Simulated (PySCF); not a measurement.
# CuF3HOP: magnetic properties

Wanted: magnetic properties for CuF3HOP (`[OH][Cu]<-[P](F)(F)F`).

Computed with PySCF 2.14.0 and routines of our own; the level stands in each step. Atoms count from 0.

## 1. The system as given

7 atoms, charge 0, multiplicity 1; geometry from: GFN2-xTB.

## 2. Magnetic properties: GIAO KT3/def2-SVP Cu:def2-TZVP

What the job is given:

```
{"job": {"kind": "mag", "xc": "KT3", "basis": {"default": "def2-SVP", "Cu": "def2-TZVP"}}, "charge": 0, "multiplicity": 1}
Cu    -0.024180     0.029910    -1.007540
P     -0.064570     0.085720     1.124480
F     -0.634450     1.327090     1.923380
F      1.261860    -0.028680     1.986520
F     -0.855680    -0.992680     1.978020
O     -0.089280     0.116740    -2.757500
H      0.406300    -0.538090    -3.247370
```

Method: GIAO KT3/def2-SVP Cu:def2-TZVP magnetisability, rotational g tensor and spin-rotation constants, non-relativistic, gas phase.

On the command line:

```sh
$ OMP_NUM_THREADS=1 python excited_run.py task.json out
```

This one command runs all jobs of the session in turn.

What it wrote:

```text
coarse grid: 37408 points
cycle   1  E = -2365.9004257955  dE =  5.191e+00  |g| = 6.886e+00  |ddm| = 3.398e+00
cycle   2  E = -2321.4149719357  dE =  4.449e+01  |g| = 1.724e+01  |ddm| = 1.372e+01
cycle   3  E = -2361.4747986700  dE = -4.006e+01  |g| = 7.161e+00  |ddm| = 1.313e+01
cycle   4  E = -2316.6855677676  dE =  4.479e+01  |g| = 1.182e+01  |ddm| = 2.794e+01
cycle   5  E = -2369.5640226025  dE = -5.288e+01  |g| = 2.683e+00  |ddm| = 2.722e+01
cycle   6  E = -2367.5499319481  dE =  2.014e+00  |g| = 3.346e+00  |ddm| = 3.871e+00
cycle   7  E = -2370.7358947030  dE = -3.186e+00  |g| = 5.509e-01  |ddm| = 3.267e+00
cycle   8  E = -2370.7580991369  dE = -2.220e-02  |g| = 7.599e-01  |ddm| = 1.040e+00
cycle   9  E = -2370.8250160447  dE = -6.692e-02  |g| = 9.879e-02  |ddm| = 4.700e-01
cycle  10  E = -2370.8248430294  dE =  1.730e-04  |g| = 1.056e-01  |ddm| = 1.583e-01
cycle  11  E = -2370.8268450520  dE = -2.002e-03  |g| = 3.322e-02  |ddm| = 8.784e-02
cycle  12  E = -2370.8270249399  dE = -1.799e-04  |g| = 1.362e-02  |ddm| = 3.134e-02
cycle  13  E = -2370.8270498998  dE = -2.496e-05  |g| = 7.536e-03  |ddm| = 1.477e-02
cycle  14  E = -2370.8270593686  dE = -9.469e-06  |g| = 7.495e-04  |ddm| = 5.690e-03
final grid: 76360 points
cycle  15  E = -2370.8269549704  dE =  1.846e-06  |g| = 4.121e-03  |ddm| = 3.082e-03
cycle  16  E = -2370.8269027593  dE =  5.221e-05  |g| = 2.272e-02  |ddm| = 1.247e-02
cycle  17  E = -2370.8269565964  dE = -5.384e-05  |g| = 1.351e-03  |ddm| = 9.568e-03
cycle  18  E = -2370.8269569894  dE = -3.930e-07  |g| = 1.907e-04  |ddm| = 1.261e-03
cycle  19  E = -2370.8269569945  dE = -5.045e-09  |g| = 6.600e-05  |ddm| = 1.587e-04
cycle  20  E = -2370.8269569951  dE = -6.203e-10  |g| = 5.907e-06  |ddm| = 3.632e-05
converged SCF energy = -2370.8269569951

Magnetisability tensor (1e-30 J/T^2)
     -976.23      -13.90       -1.03
      -13.90     -967.42        1.39
       -1.03        1.39    -1080.75
isotropic -1008.14   principal values   -1080.78   -986.40   -957.23
isotropic susceptibility -60.711 1e-6 cm^3/mol

Inertial axes            a          b          c
rot. const./GHz      4.8656     1.0133     1.0112
chi total           -65.079    -57.653    -59.402
chi diamagnetic    -290.011  -1129.905  -1131.836
chi paramagnetic    224.932   1072.251   1072.434
quadrupole/D A       -9.288      5.693      3.596
g nuclear            0.4797     0.4955     0.4960
g electronic        -0.5142    -0.5104    -0.5095
g total             -0.0344    -0.0149    -0.0135

Spin-rotation constants (kHz, H = +C I.J)
atom  isotope        aa         bb         cc
  0   63Cu        1.683      3.618      3.589
  1    31P        6.127      1.878      1.884
  2    19F        7.078      1.482      1.592
  3    19F        6.905      1.621      1.581
  4    19F        6.986      1.627      1.582
  6     1H       -0.418      0.005     -0.129
  5    17O*      -0.274     -0.194     -0.074
* in the singly substituted isotopologue
```

Wall time 19 s (1 thread of Arm Neoverse V1, shared host); peak memory 0.95 GiB.

Key values:

```csv
quantity,value
magnetisability,-1008·10⁻³⁰ J/T²
molar susceptibility,-60.7·10⁻⁶ cm³/mol
"rotational g (a, b, c)","-0.0344, -0.0149, -0.0135"
```

## 3. Magnetic properties: GIAO OPBE/def2-SVP Cu:def2-TZVP

Settings changed since step 2:

```diff
@@ -1,2 +1,2 @@
-{"job": {"kind": "mag", "xc": "KT3", "basis": {"default": "def2-SVP", "Cu": "def2-TZVP"}}, "charge": 0, "multiplicity": 1}
+{"job": {"kind": "mag", "xc": "OPBE", "basis": {"default": "def2-SVP", "Cu": "def2-TZVP"}}, "charge": 0, "multiplicity": 1}
 Cu    -0.024180     0.029910    -1.007540
```

Level: GIAO OPBE/def2-SVP Cu:def2-TZVP magnetisability, rotational g tensor and spin-rotation constants, non-relativistic, gas phase.

What it wrote:

```text
coarse grid: 37408 points
cycle   1  E = -2350.0136278192  dE =  7.386e+00  |g| = 8.068e+00  |ddm| = 3.662e+00
cycle   2  E = -2278.6686421236  dE =  7.134e+01  |g| = 2.064e+01  |ddm| = 1.544e+01
cycle   3  E = -2346.0204018117  dE = -6.735e+01  |g| = 8.762e+00  |ddm| = 1.355e+01
cycle   4  E = -2290.2533362966  dE =  5.577e+01  |g| = 1.256e+01  |ddm| = 2.661e+01
cycle   5  E = -2355.6553179178  dE = -6.540e+01  |g| = 3.242e+00  |ddm| = 2.608e+01
cycle   6  E = -2350.5819002273  dE =  5.073e+00  |g| = 3.871e+00  |ddm| = 4.302e+00
cycle   7  E = -2356.9061138144  dE = -6.324e+00  |g| = 9.609e-01  |ddm| = 4.062e+00
cycle   8  E = -2357.0040481073  dE = -9.793e-02  |g| = 1.109e+00  |ddm| = 1.306e+00
cycle   9  E = -2357.1474979994  dE = -1.434e-01  |g| = 1.794e-01  |ddm| = 6.292e-01
cycle  10  E = -2357.1496508265  dE = -2.153e-03  |g| = 1.470e-01  |ddm| = 2.254e-01
cycle  11  E = -2357.1527471413  dE = -3.096e-03  |g| = 7.853e-02  |ddm| = 1.355e-01
cycle  12  E = -2357.1536227661  dE = -8.756e-04  |g| = 1.850e-02  |ddm| = 5.489e-02
cycle  13  E = -2357.1536639193  dE = -4.115e-05  |g| = 7.992e-03  |ddm| = 1.794e-02
cycle  14  E = -2357.1536748452  dE = -1.093e-05  |g| = 1.239e-03  |ddm| = 6.120e-03
cycle  15  E = -2357.1536751180  dE = -2.728e-07  |g| = 3.806e-04  |ddm| = 1.132e-03
final grid: 76360 points
cycle  16  E = -2357.1536372541  dE =  3.904e-07  |g| = 2.096e-03  |ddm| = 1.605e-03
cycle  17  E = -2357.1536247302  dE =  1.252e-05  |g| = 1.152e-02  |ddm| = 5.503e-03
cycle  18  E = -2357.1536376655  dE = -1.294e-05  |g| = 6.160e-04  |ddm| = 4.449e-03
cycle  19  E = -2357.1536377299  dE = -6.443e-08  |g| = 1.331e-04  |ddm| = 4.784e-04
cycle  20  E = -2357.1536377331  dE = -3.176e-09  |g| = 3.720e-05  |ddm| = 1.430e-04
cycle  21  E = -2357.1536377334  dE = -2.874e-10  |g| = 6.768e-06  |ddm| = 3.250e-05
converged SCF energy = -2357.1536377334

Magnetisability tensor (1e-30 J/T^2)
     -980.13      -13.93       -1.13
      -13.93     -971.47        1.56
       -1.13        1.56    -1085.99
isotropic -1012.53   principal values   -1086.02   -990.39   -961.18
isotropic susceptibility -60.976 1e-6 cm^3/mol

Inertial axes            a          b          c
rot. const./GHz      4.8656     1.0133     1.0112
chi total           -65.394    -57.892    -59.642
chi diamagnetic    -290.290  -1130.099  -1131.997
chi paramagnetic    224.896   1072.207   1072.355
quadrupole/D A       -9.175      5.664      3.511
g nuclear            0.4797     0.4955     0.4960
g electronic        -0.5141    -0.5104    -0.5094
g total             -0.0343    -0.0149    -0.0134

Spin-rotation constants (kHz, H = +C I.J)
atom  isotope        aa         bb         cc
  0   63Cu        1.760      3.677      3.641
  1    31P        6.204      1.915      1.924
  2    19F        7.035      1.492      1.569
  3    19F        6.877      1.610      1.574
  4    19F        6.957      1.606      1.589
  6     1H       -0.415      0.005     -0.129
  5    17O*      -0.261     -0.190     -0.071
* in the singly substituted isotopologue
```

It took 19 s on 1 thread of Arm Neoverse V1, shared host; peak memory 0.96 GiB.

From this job:

```csv
quantity,value
magnetisability,-1013·10⁻³⁰ J/T²
molar susceptibility,-61.0·10⁻⁶ cm³/mol
"rotational g (a, b, c)","-0.0343, -0.0149, -0.0134"
```

## 4. Magnetic properties side by side

```csv
level,ξ (10⁻³⁰ J/T²),g(a),g(b),gap (eV),functions,time
GIAO KT3/def2-SVP Cu:def2-TZVP,-1008,-0.0344,-0.0149,3.03,124,19 s
GIAO OPBE/def2-SVP Cu:def2-TZVP,-1013,-0.0343,-0.0149,3.04,124,19 s
```

## 5. What came out

| quantity | value |
| --- | --- |
| magnetisability (step 2, GIAO KT3/def2-SVP Cu:def2-TZVP) | -1008·10⁻³⁰ J/T² |
| molar susceptibility (step 2, GIAO KT3/def2-SVP Cu:def2-TZVP) | -60.7·10⁻⁶ cm³/mol |
| rotational g (a, b, c) (step 2, GIAO KT3/def2-SVP Cu:def2-TZVP) | -0.0344, -0.0149, -0.0135 |
| magnetisability over the levels | -1013 to -1008·10⁻³⁰ J/T² |

**Reading.** The geometry comes from tight binding, which is rough for metal atoms, and these values hang on it. The magnetisability spreads by 0.4 % over 2 levels of like cost. Two levels can agree by chance, so this spread shows no convergence. Vibrational averaging and real surroundings are missing from these values.
